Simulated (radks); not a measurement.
**Mg⁵⁺ in [He] 2s2 2p3: an all-electron calculation**

An exercise on one series of results from a longer session: the logs are not shown, and one member is left open.

Program: radks (a radial shooting solver on a logarithmic mesh, Libxc functionals) version 1. Level of theory: non-relativistic Kohn-Sham, LDA (Slater exchange, VWN5 correlation), spin-polarised, spherical densities, point nucleus; open shells are filled with parallel spins first. These are calculated values, not measurements, unless marked.

### The atom as given

* element: magnesium (Z = 12)
* charge: +5
* electrons: 7
* configuration: [He] 2s2 2p3

The outer shells:

Mg⁵⁺
```
[He] core
2s [↑↓]
2p [↑ ][↑ ][↑ ]
```

Set-up of the first run:

Settings of this run:

```text
Z 12
configuration [He] 2s2 2p3
relativity non-relativistic
functional lda,vwn5
spin polarised
nucleus point
```

Started as:

```bash
python run_ks.py task.json out
```

The same process makes all the runs of this session.

Steps of the session up to this table: Self-consistent calculation.

One table of the session follows, with a row left open; its other results are not shown here.

It belongs to the step «Shells». Radial moments (bohr):

```
  level     <r>  outermost maximum (interpolated)  90 % within
  1s up  0.1314                            0.0857        0.235
1s down  0.1309                            0.0856        0.234
  2s up  0.6267                             0.518        0.973
2s down       ?                                 ?            ?
  2p up  0.5698                             0.432        0.937
2p down  0.5871                             0.441        0.970
```

**Question.** Estimate the row for 2s down.

**Answer.** <r>: 0.6392; outermost maximum (interpolated): 0.525; 90 % within: 0.996. In the column «<r>» it is the highest.

Limits of these values: Open shells are spherical and high-spin; term and fine-structure splittings are not resolved.
